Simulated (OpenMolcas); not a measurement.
# F³⁺: CASSCF and CASPT2 terms and fine-structure levels

Aim: the low terms and levels of F³⁺, with their order and spacing, then second-order correlation under several settings.

Method: state-averaged CASSCF and CASPT2, spin-orbit coupling by RASSI with atomic mean-field integrals. Code: OpenMolcas 26.06.

### Step 1. The atom as given

| Item | Value |
| --- | --- |
| Species | F³⁺ (fluorine, Z = 9, 6 electrons) |
| Basis | ANO-RCC-VDZP [3s2p1d], 14 functions |
| Scalar Hamiltonian | DKH2, point nucleus |
| Inactive shells | 1s 2s |
| Active space | 2 electrons in 3 orbitals (2p) |
| Some configurations of this space | 2s² 2p² |
| Orbitals | optimised for each spin and parity, averaged over all roots |

The outer shells:

2s2 2p2
```
2s [↑↓]
2p [↑ ][↑ ][  ]
```

The work runs as a chain of OpenMolcas steps in one folder; each step below is one input file. Labels, J, g values, rates, χT and fits are worked out afterwards by a script from the matrices that RASSI stores.

### Step 2. One- and two-electron integrals

a.inp reads:

```
&GATEWAY
Coord
1

F 0.0 0.0 0.0
Basis=ANO-RCC-VDZP
Group=XYZ
NoMove
AngMom=0.0 0.0 0.0
AMFI
&SEWARD
```

### Step 3. Reference wave functions, triplets of even parity, 3 roots

a.inp reads:

```
&RASSCF
FileOrb=start.orb
Symmetry=1
Spin=3
nActEl=2 0 0
Inactive=2 0
Ras2=0 3
CIRoot=3 3 1
SDav=3
CIMx=300
Iter=120 100
PrWF=0.3
OrbListing=Nothing
MaxOrb=0
Atom
>>> COPY $Project.JobIph JOB001
```

start.orb holds the contracted functions of the basis, ordered by shell, or the orbitals of the step before.

### Step 4. Reference wave functions, singlets of even parity, 6 roots

a.inp reads:

```
&RASSCF
FileOrb=start.orb
Symmetry=1
Spin=1
nActEl=2 0 0
Inactive=2 0
Ras2=0 3
CIRoot=6 6 1
SDav=6
CIMx=300
Iter=120 100
PrWF=0.3
OrbListing=Nothing
MaxOrb=0
Atom
>>> COPY $Project.JobIph JOB002
```

### Step 5. RASSI: spin-orbit coupling between the states

a.inp reads:

```
&RASSI
NrOfJobIphs=2 3 6
1 2 3
1 2 3 4 5 6
IphNames
JOB001
JOB002
EJob
SpinOrbit
DIPRint=1.0
SOCoupling=1000.0
Subsets=2
MEES
Property=10
'ANGMOM' 1 'ANGMOM' 2 'ANGMOM' 3 'MLTPL  1' 1 'MLTPL  1' 2 'MLTPL  1' 3
'AMFI' 1 'AMFI' 2 'AMFI' 3 'MLTPL  2' 6
SOProperty=3
'ANGMOM' 1 'ANGMOM' 2 'ANGMOM' 3
```

### Step 6. CASPT2: IPEA 0.25, imaginary shift 0.1 (closed shells correlated: 1s 2s)

a.inp reads:

```
>>> COPY JOB001 $Project.JobIph
&CASPT2
Multistate=3 1 2 3
Frozen=0 0
IPEA=0.25
Imaginary=0.1
MaxIter=60
WThr=0.0 0.3 0.05
PrWF=0.5
NoMix
>>> COPY JOB002 $Project.JobIph
&CASPT2
Multistate=6 1 2 3 4 5 6
Frozen=0 0
IPEA=0.25
Imaginary=0.1
MaxIter=60
WThr=0.0 0.3 0.05
PrWF=0.5
NoMix
```

### Step 7. CASPT2: IPEA 0, imaginary shift 0.1 (closed shells correlated: 1s 2s)

a.inp: that of step 6 with these lines changed.

```diff
@@ -4,3 +4,3 @@
 Frozen=0 0
-IPEA=0.25
+IPEA=0.0
 Imaginary=0.1
@@ -14,3 +14,3 @@
 Frozen=0 0
-IPEA=0.25
+IPEA=0.0
 Imaginary=0.1
```

(Steps that only read results are left out.)

What does the calculation give? Wanted: lowest level; first excited level; lowest level of another term; spin-orbit lowering of the lowest level; strongest of the lines computed, by gA.

The runs gave:

| quantity | value |
| --- | --- |
| method | SS-CASPT2, IPEA 0.25, imaginary shift 0.1 (closed shells correlated: 1s 2s) |
| lowest level | 2s² 2p² ³P₀, 100 % of that term |
| ground level listed by NIST | 3P0 |
| first excited level | 2s² 2p² ³P₁ at 199 cm⁻¹ |
| lowest level of another term | 2s² 2p² ¹D₂ at 25510 cm⁻¹ |
| spin-orbit lowering of the lowest level | 393 cm⁻¹ |
| strongest of the lines computed, by gA (one parity, so forbidden lines), at SS-CASPT2 energies | 2s² 2p² ¹S₀ → 2s² 2p² ¹D₂, 317.1 nm, A = 5.53e+00 s⁻¹ |

Cost and accuracy by method:

```csv
method,time of its own steps,time with the reference,mean absolute difference from the measured levels (cm-1)
A. CASSCF,2.3 s,2.3 s,3000
"B. SS-CASPT2, IPEA 0.25, imaginary shift 0.1, +1s 2s",0.78 s,3.1 s,960
"C. SS-CASPT2, IPEA 0, imaginary shift 0.1, +1s 2s",0.78 s,3.1 s,1000
```

Times are of one thread on a shared host.

The multiplet ³P is regular; its intervals divided by the larger J differ by 3 % of their mean, where Landé's rule for pure LS coupling makes them equal. Second-order correlation (method B) scales the levels of the lowest configuration above 5000 cm⁻¹ by 0.88 to 0.98. Method B lies closest to the measured levels (960 cm⁻¹ on average) and A farthest (3000). Only the configurations of the active space and the roots asked for are present. CASPT2 does not keep the components of a term degenerate, and the means are used. The basis is small and contracted for the neutral atom, so it is rough for this charge. With the s shell closed, the highest p terms come out too high. Levels of other configurations are missing from the list.
